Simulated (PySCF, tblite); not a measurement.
# C5H8FO radical: geometry, infrared bands and EPR parameters

Aim: predict the infrared bands and EPR parameters of C5H8FO radical (`[CH2]CC1(F)COC1`).

The runs use tblite 0.8.0 and PySCF 2.14.0, with density-fitted response routines of our own; the level of theory stands in each step. All values are computed, except where a source is named. Atoms count from 0, in the outputs and in this text.

### Step 1. The starting structure

15 atoms, charge 0, multiplicity 2; geometry from: force field or distance geometry start.

Bonds of the start (Å): C0–C1 1.50, C1–C2 1.48, C2–F3 1.39, C2–C4 1.49, C4–O5 1.40, O5–C6 1.39, C6–C2 1.54, C0–H7 1.10, C0–H8 1.11, C1–H9 1.11, C1–H10 1.13, C4–H11 1.12, C4–H12 1.13, C6–H13 1.09, C6–H14 1.12.

### Step 2. Optimising the geometry with GFN2-xTB

Job settings and geometry (Å):

```
{"job": {"kind": "relax", "xc": "GFN2-xTB", "basis": "xTB"}, "charge": 0, "multiplicity": 2}
C      1.629500     0.751900    -0.188000
C      1.024500    -0.457800     0.468100
C     -0.420200    -0.658800     0.204100
F     -1.023300    -1.763800     0.787900
C     -0.946300    -0.269100    -1.131800
O     -0.989300     1.068700    -0.721600
C     -1.175500     0.625100     0.579400
H      1.973200     0.580700    -1.215500
H      2.389600     1.250000     0.449600
H      1.543200    -1.413200     0.244800
H      1.133500    -0.299200     1.584400
H     -0.275800    -0.419100    -2.017800
H     -1.999900    -0.638200    -1.312100
H     -2.204600     0.410000     0.878400
H     -0.663000     1.240800     1.368300
```

Launch:

```
OMP_NUM_THREADS=1 python probes_run.py task.json out
```

The driver reads the jobs from task.json and runs them one after another.

Log:

```text
step      E/eV     max force
  0    -637.92889    2.833
  1    -638.23014    1.393
  2    -638.30413    1.047
  3    -638.40029    0.627
  4    -638.44938    0.515
  5    -638.48155    0.494
  6    -638.50665    0.471
  7    -638.53571    0.420
  8    -638.55541    0.354
  9    -638.56848    0.258
 10    -638.57919    0.333
 11    -638.59089    0.378
 12    -638.60268    0.278
 13    -638.61242    0.249
 14    -638.62065    0.262
 15    -638.62998    0.349
 16    -638.63879    0.255
 17    -638.64464    0.218
 18    -638.64816    0.163
 19    -638.65126    0.212
 20    -638.65506    0.208
 21    -638.65901    0.183
 22    -638.66192    0.121
 23    -638.66387    0.119
 24    -638.66580    0.146
 25    -638.66824    0.173
 26    -638.67092    0.161
 27    -638.67330    0.117
 28    -638.67517    0.094
 29    -638.67682    0.100
 30    -638.67837    0.111
 31    -638.67957    0.082
 32    -638.68036    0.083
 33    -638.68112    0.088
 34    -638.68205    0.108
 35    -638.68329    0.108
 36    -638.68437    0.095
 37    -638.68552    0.075
 38    -638.68651    0.082
 39    -638.68740    0.071
 40    -638.68819    0.065
 41    -638.68889    0.059
 42    -638.68946    0.067
 43    -638.68988    0.044
 44    -638.69016    0.038
 45    -638.69033    0.032
 46    -638.69044    0.025
 47    -638.69055    0.028
 48    -638.69067    0.033
 49    -638.69076    0.022
 50    -638.69081    0.014
 51    -638.69084    0.016
 52    -638.69088    0.020
 53    -638.69093    0.022
 54    -638.69100    0.023
 55    -638.69110    0.029
 56    -638.69124    0.036
 57    -638.69146    0.042
 58    -638.69175    0.050
 59    -638.69201    0.037
 60    -638.69219    0.033
 61    -638.69230    0.027
 62    -638.69239    0.027
 63    -638.69247    0.024
 64    -638.69252    0.013
 65    -638.69255    0.009
```

Run time: 0.35 s. Hardware: 1 thread of Arm Neoverse V1, shared host.

Step by step: (not every step is listed)

| step | energy from step 0 (eV) | largest force (eV/Å) |
| --- | --- | --- |
| 0 | 0.0000 | 2.8333 |
| 1 | -0.3012 | 1.3934 |
| 2 | -0.3752 | 1.0465 |
| 3 | -0.4714 | 0.6270 |
| 4 | -0.5205 | 0.5151 |
| 5 | -0.5527 | 0.4938 |
| 6 | -0.5778 | 0.4711 |
| 7 | -0.6068 | 0.4200 |
| 8 | -0.6265 | 0.3542 |
| 13 | -0.6835 | 0.2495 |
| 18 | -0.7193 | 0.1630 |
| 23 | -0.7350 | 0.1193 |
| 28 | -0.7463 | 0.0942 |
| 33 | -0.7522 | 0.0881 |
| 38 | -0.7576 | 0.0819 |
| 43 | -0.7610 | 0.0442 |
| 48 | -0.7618 | 0.0333 |
| 53 | -0.7620 | 0.0220 |
| 58 | -0.7629 | 0.0495 |
| 60 | -0.7633 | 0.0334 |
| 61 | -0.7634 | 0.0266 |
| 62 | -0.7635 | 0.0266 |
| 63 | -0.7636 | 0.0239 |
| 64 | -0.7636 | 0.0135 |
| 65 | -0.7637 | 0.0093 |

Close pairs (by a distance rule), those that changed most:

| bond | before (Å) | after (Å) | change (Å) |
| --- | --- | --- | --- |
| C1–C2 | 1.482 | 1.543 | +0.061 |
| C2–C4 | 1.488 | 1.531 | +0.043 |
| O5–C6 | 1.387 | 1.429 | +0.042 |
| C1–H10 | 1.133 | 1.093 | -0.040 |
| C0–H8 | 1.110 | 1.071 | -0.039 |
| C4–H12 | 1.131 | 1.094 | -0.037 |
| C0–C1 | 1.503 | 1.469 | -0.034 |
| C6–H14 | 1.124 | 1.091 | -0.033 |

The final coordinates are the input of the step that follows.

### Step 3. Harmonic vibrations with GFN2-xTB

Job settings and geometry (Å):

```
{"job": {"kind": "ir", "xc": "GFN2-xTB", "basis": "xTB"}, "charge": 0, "multiplicity": 2}
C      1.807975     0.569639    -0.064406
C      1.086312    -0.590976     0.474179
C     -0.439887    -0.540687     0.253030
F     -0.986082    -1.659998     0.847856
C     -0.957034    -0.294715    -1.166829
O     -1.483143     0.975823    -0.777418
C     -1.178211     0.755255     0.601062
H      2.031932     0.639823    -1.110201
H      2.062125     1.397993     0.565702
H      1.422261    -1.517422    -0.004884
H      1.236226    -0.677161     1.553470
H     -0.205139    -0.212069    -1.952920
H     -1.746409    -0.989367    -1.468293
H     -2.079678     0.594074     1.198805
H     -0.575660     1.557778     1.028934
```

Log:

```text
mode    cm-1     km/mol
  1     -18.6      0.96
  2      94.1      8.70
  3     123.6      0.52
  4     231.9     10.64
  5     276.9      0.66
  6     384.3      5.93
  7     419.1     15.48
  8     422.1     15.28
  9     526.4     38.67
 10     629.9     13.11
 11     800.8      6.20
 12     850.6     10.57
 13     910.6     30.60
 14     912.9      6.77
 15     997.1      0.23
 16    1023.4      9.29
 17    1067.9     64.76
 18    1096.2      2.72
 19    1109.4      2.76
 20    1131.1     28.72
 21    1142.5     12.61
 22    1153.0     59.72
 23    1186.0     49.71
 24    1230.4      2.11
 25    1246.3      3.40
 26    1253.2      2.96
 27    1306.4     28.28
 28    1398.8      0.97
 29    1445.8      0.19
 30    1456.9      5.68
 31    1459.6      0.65
 32    2930.4     17.13
 33    2944.2     23.51
 34    2947.3     27.14
 35    2970.9     10.65
 36    2973.5      7.70
 37    2976.2     57.64
 38    3145.9     13.81
 39    3187.0     23.11
```

Wall time 0.39 s (1 thread of Arm Neoverse V1, shared host).

Which atoms move in the most intense modes:

| cm⁻¹ | km/mol | atoms |
| --- | --- | --- |
| 526 | 38.7 | C0 33 %, H7 24 %, H8 20 % |
| 911 | 30.6 | H14 26 %, C6 24 %, F3 12 %, C4 11 % |
| 1068 | 64.8 | O5 46 %, C6 24 %, C4 23 % |
| 1131 | 28.7 | C2 21 %, H9 17 %, C1 17 %, C0 16 % |
| 1153 | 59.7 | C2 34 %, C1 14 %, H11 11 % |
| 1186 | 49.7 | C2 50 %, H12 16 %, H13 13 % |
| 1306 | 28.3 | C2 26 %, H10 23 %, H9 14 % |
| 2976 | 57.6 | H14 44 %, H11 40 % |

### Step 4. EPR parameters: B3LYP/pcH-1

Same as in step 3 but for these lines:

```diff
@@ -1,2 +1,2 @@
-{"job": {"kind": "ir", "xc": "GFN2-xTB", "basis": "xTB"}, "charge": 0, "multiplicity": 2}
+{"job": {"kind": "epr", "basis": "pcH-1"}, "charge": 0, "multiplicity": 2}
 C      1.807975     0.569639    -0.064406
```

With the program's defaults for keys left out, this is: UKS B3LYP, pcH-1 on C F H O, non-relativistic, mean-field spin-orbit, GIAO.

Log:

```text
UKS, coarse grid
  cycle   1  E = -370.21934333  |g| = 5.61e-01
  cycle   2  E = -370.05466172  |g| = 9.06e-01
  cycle   3  E = -370.32665808  |g| = 7.95e-02
  cycle   4  E = -370.32867489  |g| = 4.11e-02
  cycle   5  E = -370.32933779  |g| = 7.97e-03
  cycle   6  E = -370.32935594  |g| = 4.49e-03
  cycle   7  E = -370.32936507  |g| = 9.60e-04
UKS, final grid
  cycle   1  E = -370.32933439  |g| = 1.11e-03
  cycle   2  E = -370.32933392  |g| = 1.70e-03
  cycle   3  E = -370.32933490  |g| = 1.45e-04
  cycle   4  E = -370.32933491  |g| = 7.62e-05
  cycle   5  E = -370.32933492  |g| = 2.96e-05
E = -370.32933492 Eh   <S^2> = 0.7537 (exact 0.7500)
g shifts (ppm)      1          2          3
  rmc          -144       -144       -144
  gc              6         37         29
  oz_so          40        653        782
  total         -99        545        667
hyperfine (MHz)  atom isotope    a_iso     a_fc   dipolar eigenvalues
    0   13C      91.00      91.00    -81.45    -80.64    162.09
    1   13C     -34.10     -34.10     -2.25     -0.22      2.46
    2   13C      90.49      90.49     -6.63     -6.34     12.97
    3   19F       7.21       7.21    -19.26    -15.05     34.31
    4   13C      -1.35      -1.35     -0.92     -0.06      0.98
    5   17O      -0.21      -0.21     -1.60      0.68      0.91
    6   13C      -0.57      -0.57     -1.30      0.28      1.02
    7    1H     -63.64     -63.64    -39.27     -0.36     39.62
    8    1H     -64.21     -64.21    -39.48     -0.17     39.64
    9    1H      61.27      61.27     -4.87     -4.32      9.20
   10    1H      24.18      24.18     -4.80     -4.31      9.11
   11    1H      -0.37      -0.37     -3.20     -2.83      6.03
   12    1H      -0.55      -0.55     -1.32     -1.08      2.41
   13    1H      -0.55      -0.55     -1.53     -1.10      2.62
   14    1H      -0.50      -0.50     -4.20     -2.96      7.16
```

Wall time 56 s (1 thread of Arm Neoverse V1, shared host); peak memory 1 GiB.

Principal g values 2.00222, 2.00286, 2.00299; g(iso) = 2.00269, against 2.00232 for a free electron.

Mean a(iso) over the nuclei that a row names, and the largest dipolar term of the row (other rows stand at the frozen geometry):

| nuclei | isotope | a(iso) (MHz) | a(iso) (G, at g = 2.0023) | largest dipolar term (MHz) |
| --- | --- | --- | --- | --- |
| C0 | 13C | 91.0 | 32.5 | 162.1 |
| C2 | 13C | 90.5 | 32.3 | 13.0 |
| H7, H8 | 1H | -63.9 | -22.8 | 39.6 |
| H9, H10 | 1H | 42.7 | 15.2 | 9.2 |
| C1 | 13C | -34.1 | -12.2 | 2.5 |
| F3 | 19F | 7.2 | 2.6 | 34.3 |
| C4, C6 | 13C | -1.0 | -0.3 | -1.3 |
| H12, H13 | 1H | -0.5 | -0.2 | 2.6 |
| H11, H14 | 1H | -0.4 | -0.2 | 7.2 |
| O5 | 17O | -0.2 | -0.1 | -1.6 |

Mulliken spin populations:

C0 1.08; C1 -0.09; C2 0.06; F3 0.01; C4 0.00; O5 0.00; C6 0.00; H7 -0.05; H8 -0.05; H9 0.03; H10 0.01; H11 0.00; H12 0.00; H13 0.00; H14 0.00

In first order the couplings over 0.8 MHz of 1H, 19F give 18 distinct lines over 78.7 G, if the averaged nuclei exchange fast.

The fields below are evaluated on a grid from the run's orbitals.

ELF in a plane through or near 5 of the atoms.

Values, 10 rows by 14 columns:
```
0.00 0.00 0.00 0.00 0.00 0.00 0.00 0.00 0.00 0.00 0.00 0.00 0.00 0.00
0.00 0.00 0.00 0.00 0.00 0.00 0.00 0.02 0.01 0.01 0.00 0.00 0.00 0.00
0.00 0.00 0.00 0.01 0.00 0.00 0.40 0.94 0.39 0.25 0.52 0.06 0.00 0.00
0.00 0.00 0.27 0.93 0.83 0.11 0.21 0.98 0.74 0.84 0.75 0.11 0.00 0.00
0.00 0.05 0.45 0.94 0.91 0.62 0.06 0.33 0.33 0.59 0.12 0.01 0.00 0.00
0.00 0.11 0.52 0.74 0.52 0.61 0.18 0.09 0.31 0.59 0.30 0.03 0.00 0.00
0.00 0.02 0.32 0.75 0.89 0.51 0.02 0.69 0.21 0.55 0.52 0.06 0.00 0.00
0.00 0.00 0.02 0.16 0.24 0.02 0.19 0.99 0.91 0.57 0.89 0.41 0.00 0.00
0.00 0.00 0.00 0.00 0.00 0.00 0.02 0.40 0.16 0.03 0.03 0.00 0.00 0.00
0.00 0.00 0.00 0.00 0.00 0.00 0.00 0.00 0.00 0.00 0.00 0.00 0.00 0.00
```
The map spans 9.6 Å across and 8.7 Å up, centred on the molecule. Atoms in the plane (x, y in Å): C0 (-1.8, 0.0), C4 (1.1, -1.0), C6 (1.0, 1.1), H11 (0.5, -1.7), H14 (0.3, 1.7).

On the surface of density 0.002 e/bohr³ the electrostatic potential runs, from the 1st to the 99th percentile, from -1.55 V near O5 to 0.99 V near H11.

The spin density lies nearest to C0 64 %; H7, H8 about 10 % each.

### Step 5. What came out

| quantity | value |
| --- | --- |
| strongest single infrared mode (GFN2-xTB) | 1068 cm⁻¹, 65 km/mol |
| zero-point energy (GFN2-xTB) | 73.4 kcal/mol |
| g(iso) (B3LYP) | 2.00269 |
| ⟨S²⟩ | 0.754 (exact 0.75) |
| largest a(iso) (averaged by class) | 13C on C0, 91.0 MHz |
| surface potential, 1st and 99th percentile | -1.55 V and 0.99 V |

**Reading.** Over 65 steps the energy fell by 0.764 eV; of the close pairs, C1–C2 changed most, 1.482 to 1.543 Å. The lowest mode is slightly imaginary (19i cm⁻¹), a soft motion within the noise of the Hessian, so the minimum is not strictly shown. The strongest single mode, at 1068 cm⁻¹, has its largest shares on O5, C6 and C4 (the list is cut at 3 atoms). Unscaled tight-binding wavenumbers are off by several per cent, some by more. Its intensities can rank the bands wrongly. C0 carries the largest spin population, 1.08 e. The isotropic g lies 0.4 ppt above the free-electron value.
